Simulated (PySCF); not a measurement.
**CH6GaN (SMILES [CH3][GaH][NH2]): levels of theory compared**

Aim: a comparison of 6 runs (HF/STO-3G, HF/3-21G, M06-L/6-31G*, SVWN5/6-31G*, revPBE/6-31G*, SCS-MP2/6-31G*) of CH6GaN. 

The results are computed with PySCF 2.14.0.

7 further runs of the same task are left out: 4 that didn't finish, 3 set aside as unsound or not needed.

## 1. The molecule

CH6GaN: 9 atoms, total charge 0, spin state singlet. As SMILES, `[CH3][GaH][NH2]`. Geometry: relaxed at PBE0-D4/def2-TZVP.

Bond lengths: C1–Ga2 1.962 Å, Ga2–N3 1.819 Å, C1–H4 1.093 Å, C1–H5 1.093 Å, C1–H6 1.091 Å, Ga2–H7 1.566 Å, N3–H8 1.006 Å, N3–H9 1.006 Å. Some angles: C1–Ga2–N3 118.1°, C1–Ga2–H7 126.4°, N3–Ga2–H7 115.5°, Ga2–C1–H4 110.4°, Ga2–C1–H5 110.5°, Ga2–C1–H6 111.7°, Ga2–N3–H8 124.0°, Ga2–N3–H9 124.3°, H4–C1–H5 107.2°, H4–C1–H6 108.5°.

## 2. A single-point energy at HF/STO-3G (run 1)

The input, job.py:

```python
from pyscf import gto, scf

system = gto.Mole()
system.atom = '''
C       -0.279100       0.944700      -1.124800
Ga       0.513400      -0.531900      -0.104400
N       -0.068200      -0.807600       1.596800
H       -0.756000       0.568300      -2.033100
H        0.493400       1.652200      -1.435600
H       -1.026300       1.483500      -0.540100
H        1.617900      -1.521300      -0.608700
H        0.276500      -1.536600       2.197700
H       -0.771600      -0.251300       2.052200
'''
system.max_memory = 1860
system.basis = 'sto-3g'
system.verbose = 4
system.build()

mf = scf.RHF(system)
mf.conv_tol = 1e-10
mf.kernel()
if not mf.converged:
    mf = mf.newton().run(mf.mo_coeff, mf.mo_occ)

e_final = mf.e_tot
print('E(%s) = %.9f' % ('HF', e_final))
```

The run is started by

```bash
$ OMP_NUM_THREADS=1 python job.py
```

Standard output:

```text
PySCF version 2.14.0

[... 69 lines left out ...]
converged SCF energy = -1995.53877783873
E(HF) = -1995.538777839
```

Wall time 0.85 s (1 thread of Intel Xeon at 2.70GHz, shared host); peak memory 0.1 GiB.

## 3. A single-point energy at HF/3-21G (run 2)

The input, job.py:

```python
from pyscf import gto

mol = gto.Mole()
mol.atom = '''
C     -0.279100     0.944700    -1.124800
Ga     0.513400    -0.531900    -0.104400
N     -0.068200    -0.807600     1.596800
H     -0.756000     0.568300    -2.033100
H      0.493400     1.652200    -1.435600
H     -1.026300     1.483500    -0.540100
H      1.617900    -1.521300    -0.608700
H      0.276500    -1.536600     2.197700
H     -0.771600    -0.251300     2.052200
'''
mol.basis = '3-21g'
mol.spin = 0
mol.max_memory = 1860
mol.verbose = 4
mol.build()

calc0 = mol.RHF()
calc0.conv_tol = 1e-10
calc0.kernel()
if not calc0.converged:
    calc0 = calc0.newton().run(calc0.mo_coeff, calc0.mo_occ)

etot = calc0.e_tot
print('E = %.10f Eh' % etot)
```

The run is started by

```bash
$ OMP_NUM_THREADS=1 python job.py
```

Standard output:

```text
PySCF version 2.14.0

[... 63 lines left out ...]
converged SCF energy = -2009.15939706921
E = -2009.1593970692 Eh
```

It took 1.1 s on 1 thread of Intel Xeon at 2.70GHz, shared host; peak memory 0.12 GiB.

Runs 3 to 5 aren't shown in full; the table further down has their settings and results.

## 4. A single-point energy at SCS-MP2/6-31G(d) (spherical functions) (run 6)

The input, start.xyz:

```xyz
9

C     -0.279100     0.944700    -1.124800
Ga     0.513400    -0.531900    -0.104400
N     -0.068200    -0.807600     1.596800
H     -0.756000     0.568300    -2.033100
H      0.493400     1.652200    -1.435600
H     -1.026300     1.483500    -0.540100
H      1.617900    -1.521300    -0.608700
H      0.276500    -1.536600     2.197700
H     -0.771600    -0.251300     2.052200
```

The input, input.py:

```python
# [CH3][GaH][NH2]
from pyscf import gto, scf, mp

system = gto.M(
    atom='start.xyz',
    verbose=3,
    basis='6-31g*',
    max_memory=1860,
    charge=0,
)

mf = scf.RHF(system)
mf.conv_tol = 1e-10
mf.kernel()
if not mf.converged:
    mf = mf.newton().run(mf.mo_coeff, mf.mo_occ)

pt = mp.MP2(mf, frozen=11).run()
e_final = mf.e_tot + 1.2 * pt.e_corr_os + pt.e_corr_ss / 3
print('E = %.10f Eh' % e_final)
```

The run is started by

```bash
$ OMP_NUM_THREADS=1 python input.py
```

Standard output:

```text
converged SCF energy = -2018.77686053454
E(RMP2) = -2019.31646060726  E_corr = -0.539600072724523
E(SCS-RMP2) = -2019.29401050429  E_corr = -0.517149969750725
E = -2019.2940105043 Eh
```

Run time: 2 s. Hardware: 1 thread of Intel Xeon at 2.70GHz, shared host; peak memory 0.16 GiB.

## 5. Overview of the runs

```csv
run,level,integration grid,frozen core orbitals,energy (Eh),dipole moment (D) of the reference,HOMO energy (eV),LUMO energy (eV),wall time
1,HF/STO-3G,–,–,-1995.538778,0.78,-6.87,6.26,0.85 s
2,HF/3-21G,–,–,-2009.159397,0.88,-10.15,2.69,1.1 s
3,M06-L/6-31G* (spherical functions),5,–,-2020.979102,0.99,-5.78,-0.56,27 s
4,SVWN5/6-31G* (spherical functions),5,–,-2017.168292,1.19,-5.74,-1.08,9 s
5,revPBE/6-31G* (spherical functions),5,–,-2020.876512,1.13,-5.53,-0.79,17 s
6,SCS-MP2/6-31G* (spherical functions),–,11,-2019.294011,0.68,-10.34,2.41,2 s
```

## 6. Results

```
                                           quantity           value
                                run 6: total energy  -2019.29401 Eh
        run 6: dipole moment (Hartree–Fock density)          0.68 D
         run 6: HOMO energy (Hartree–Fock orbitals)       -10.34 eV
         run 6: LUMO energy (Hartree–Fock orbitals)         2.41 eV
       run 6: HOMO–LUMO gap (Hartree–Fock orbitals)        12.76 eV
run 6: correlation energy (11 core orbitals frozen)      -517.1 mEh
```

Over runs 1, 2, 3, 4, 5 the dipole moment (its size) runs from 0.78 D (HF/STO-3G) to 1.19 D (SVWN5/6-31G*). The two ends differ in method and basis. Over runs 1, 2, 3, 4, 5 the HOMO–LUMO gap runs from 4.66 eV (SVWN5/6-31G*) to 13.12 eV (HF/STO-3G). Totals of different functionals can't be ranked against each other. In run 1 the basis is minimal, so the values are rough. All runs together took 57 s, the longest 27 s.
